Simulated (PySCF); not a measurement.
**ZnF+, a cluster of ions: interaction energy**

An exercise on one series of results from a longer session: the logs are not shown, and one member is left open.

Computed with PySCF 2.14.0; each step states its level. No surroundings beyond the atoms listed, unless a continuum is named. Atoms count from 0, parts from 1.

## Starting point

2 atoms, charge 1, multiplicity 1; geometry: GFN2-xTB. Parts: 1 = atom 0, `[Zn+2]`, charge 2; 2 = atom 1, `[F-]`, charge -1.

The first run:

Job settings and geometry (Å):

```
{"job": {"xc": "PBE0", "basis": "def2-SVPD", "d3": "d3bj", "grid": 2, "kind": "geom", "shake": 0.01}, "charge": 1, "multiplicity": 1, "parts": [{"atoms": "0-0", "charge": 2, "multiplicity": 1}, {"atoms": "1-1", "charge": -1, "multiplicity": 1}]}
Zn     0.080796    -0.294990    -0.031304
F      0.431129    -1.953475    -0.258834
```

Launch:

```console
> OMP_NUM_THREADS=1 python cluster_run.py task.json out
```

This one command runs all jobs of the session in turn.

Among the steps run: Geometry optimisation at PBE0-D3(BJ)/def2-SVPD; Coupled-cluster interaction energy: CCSD(T) and MP2, 1.72 Å; Coupled-cluster interaction energy: CCSD(T) and MP2, 1.89 Å; Coupled-cluster interaction energy: CCSD(T) and MP2, 1.63 Å; Coupled-cluster interaction energy: CCSD(T) and MP2, 2.15 Å; Coupled-cluster interaction energy: CCSD(T) and MP2, 1.55 Å; Coupled-cluster interaction energy: CCSD(T) and MP2, 2.58 Å; Coupled-cluster interaction energy: CCSD(T) and MP2, 3.44 Å.

One of the session's tables, all rows but one given; the rest of the session is left out.

It belongs to the step «Coupled-cluster interaction energy: CCSD(T) and MP2, 3.44 Å». 

| method | interaction energy (kcal/mol) |
| --- | --- |
| HF/aug-cc-pVDZ | -234.68 |
| MP2/aug-cc-pVDZ | -304.56 |
| CCSD/aug-cc-pVDZ | -307.13 |
| CCSD(T)/aug-cc-pVDZ | -344.85 |
| HF/aug-cc-pVTZ | -235.46 |
| MP2/aug-cc-pVTZ | -305.25 |
| SCS-MP2/aug-cc-pVTZ | -312.02 |
| MP2, extrapolated | -305.21 |
| CCSD(T), limit estimate | ? |

**Question.** Estimate the row for CCSD(T), limit estimate.

As computed: interaction energy (kcal/mol): -345.50. In the column «interaction energy (kcal/mol)» it is the lowest.

Limits of these values: At 1.63 Å a test (T1, the size of the triples or of CCSD(T) less MP2, charge moved between the parts) flags the run, so its CCSD(T) estimate is not taken as a benchmark. At 2.15 Å a test (T1, the size of the triples or of CCSD(T) less MP2, charge moved between the parts) flags the run, so its CCSD(T) estimate is not taken as a benchmark. At 1.55 Å a test (T1, the size of the triples or of CCSD(T) less MP2, charge moved between the parts) flags the run, so its CCSD(T) estimate is not taken as a benchmark. At 2.58 Å a test (T1, the size of the triples or of CCSD(T) less MP2, charge moved between the parts) flags the run, so its CCSD(T) estimate is not taken as a benchmark. At 3.44 Å a test (T1, the size of the triples or of CCSD(T) less MP2, charge moved between the parts) flags the run, so its CCSD(T) estimate is not taken as a benchmark.
